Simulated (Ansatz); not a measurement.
**FH6N3Si: up Jacob's ladder to CCSD(T)**

An exercise on one series of results from a longer session: the logs are not shown, and one member is left open.

Method: functionals in def2-TZVPP, the program's frozen cores in correlated methods; program: Ansatz 0.2.0, Gaussian basis.

Plan: LDA (SPW92), PBE-D4, revPBE-D4, BLYP-D4, r2SCAN-D4, B97M-V, PBE0-D4, B3LYP-D4, r2SCANh-D4, r2SCAN0-D4, HSE06-D4, BHLYP-D4, CAM-B3LYP-D4, LC-ωPBE, ωB97X-V, ωB97M-V, B2PLYP, PBE-QIDH; CCSD(T)/def2-SVP; CCSD(T)/def2-TZVPP; MP2/def2-QZVPP; extrapolation to the limit; RPA on PBE.

### The geometry

An earlier PBE0-D4 in a triple-zeta def2 set relaxation fixed the geometry.

SMILES `N[Si](N)(N)F`, 11 atoms, charge 0, spin multiplicity 1.

Atoms are counted from 1 here; the program's logs count them from 0.

Bond lengths: N1–Si2 1.699 Å, N1–H6 1.005 Å, N1–H7 1.005 Å, Si2–N3 1.698 Å, Si2–N4 1.698 Å, Si2–F5 1.608 Å, N3–H8 1.004 Å, N3–H9 1.005 Å, N4–H10 1.005 Å, N4–H11 1.004 Å. Angles: Si2–N1–H6 123.1°, Si2–N1–H7 120.2°, H6–N1–H7 112.8°, N1–Si2–N3 110.1°, N1–Si2–N4 110.5°, N1–Si2–F5 108.7°, N3–Si2–N4 110.6°, N3–Si2–F5 108.6°, N4–Si2–F5 108.3°, Si2–N3–H8 120.4°, Si2–N3–H9 123.3°, H8–N3–H9 112.9°, Si2–N4–H10 123.2°, Si2–N4–H11 120.4°, H10–N4–H11 112.9°.

As a file:

```tsv
atom	x (Å)	y (Å)	z (Å)
N1	-1.4798	-0.6609	-0.0040
Si2	-0.0842	0.3076	-0.0105
N3	0.8071	0.0587	1.4131
N4	0.8666	-0.0300	-1.3766
F5	-0.5285	1.8514	-0.0742
H6	-2.3243	-0.4025	0.4762
H7	-1.6397	-1.3214	-0.7437
H8	0.4988	-0.6111	2.0951
H9	1.4418	0.7395	1.7922
H10	0.7040	0.3875	-2.2764
H11	1.8036	-0.3758	-1.2704
```

Set-up of the first run:

Input file in.yaml:

```yaml
crystal:
  periodic: [false, false, false]
  atoms:
    - {symbol: N, position_ang: [-1.479797, -0.660943, -0.003954]}
    - {symbol: Si, position_ang: [-0.084248, 0.307640, -0.010522]}
    - {symbol: N, position_ang: [0.807051, 0.058693, 1.413144]}
    - {symbol: N, position_ang: [0.866628, -0.030011, -1.376649]}
    - {symbol: F, position_ang: [-0.528460, 1.851448, -0.074159]}
    - {symbol: H, position_ang: [-2.324305, -0.402493, 0.476217]}
    - {symbol: H, position_ang: [-1.639687, -1.321372, -0.743749]}
    - {symbol: H, position_ang: [0.498814, -0.611150, 2.095066]}
    - {symbol: H, position_ang: [1.441833, 0.739545, 1.792156]}
    - {symbol: H, position_ang: [0.703998, 0.387457, -2.276409]}
    - {symbol: H, position_ang: [1.803571, -0.375817, -1.270445]}
basis:
  gaussian: {orbitals: def2-TZVPP}
hamiltonian: {xc: lda}
output: {orbitals: {seedname: orbitals}}
```

The run is started by

```console
$ ansatz run in.yaml --threads 4 --pin off --events-out ev --progress --plain --max-ram 10444MiB
```

Steps of the session up to this table: LDA; PBE-D4 (GGA); revPBE-D4 (GGA); BLYP-D4 (GGA); r2SCAN-D4 (meta-GGA); B97M-V (meta-GGA); B3LYP-D4 (hybrid); r2SCANh-D4 (hybrid); r2SCAN0-D4 (hybrid); HSE06-D4 (hybrid); BHLYP-D4 (hybrid); CAM-B3LYP-D4 (range-separated); LC-ωPBE (range-separated); ωB97X-V (range-separated); ωB97M-V (range-separated); B2PLYP (double hybrid); PBE-QIDH (double hybrid).

One table of the session follows, with a row left open; its other results are not shown here.

| functional | HOMO (eV) | LUMO (eV) | gap (eV) |
| --- | --- | --- | --- |
| LDA (SPW92) | -6.16 | -0.07 | 6.09 |
| PBE-D4 | -5.98 | 0.04 | 6.02 |
| revPBE-D4 | -5.91 | 0.10 | 6.01 |
| BLYP-D4 | -5.86 | -0.01 | 5.85 |
| r2SCAN-D4 | -6.29 | 0.80 | 7.09 |
| B97M-V | -6.37 | 0.24 | 6.61 |
| PBE0-D4 | -7.48 | 0.86 | 8.34 |
| B3LYP-D4 | -7.22 | 0.49 | 7.71 |
| r2SCANh-D4 | -6.85 | 1.03 | 7.88 |
| r2SCAN0-D4 | -7.70 | 1.36 | 9.06 |
| HSE06-D4 | -7.07 | 0.50 | 7.56 |
| BHLYP-D4 | -8.89 | 1.43 | 10.32 |
| CAM-B3LYP-D4 | -8.97 | 1.59 | 10.56 |
| LC-ωPBE | ? | ? | ? |
| ωB97X-V | -10.02 | 2.70 | 12.72 |
| ωB97M-V | -9.92 | 2.23 | 12.15 |

Q: Estimate the row for LC-ωPBE from the others.

**Answer.** HOMO (eV): -10.42; LUMO (eV): 2.94; gap (eV): 13.36. In the column «HOMO (eV)» it is the lowest.
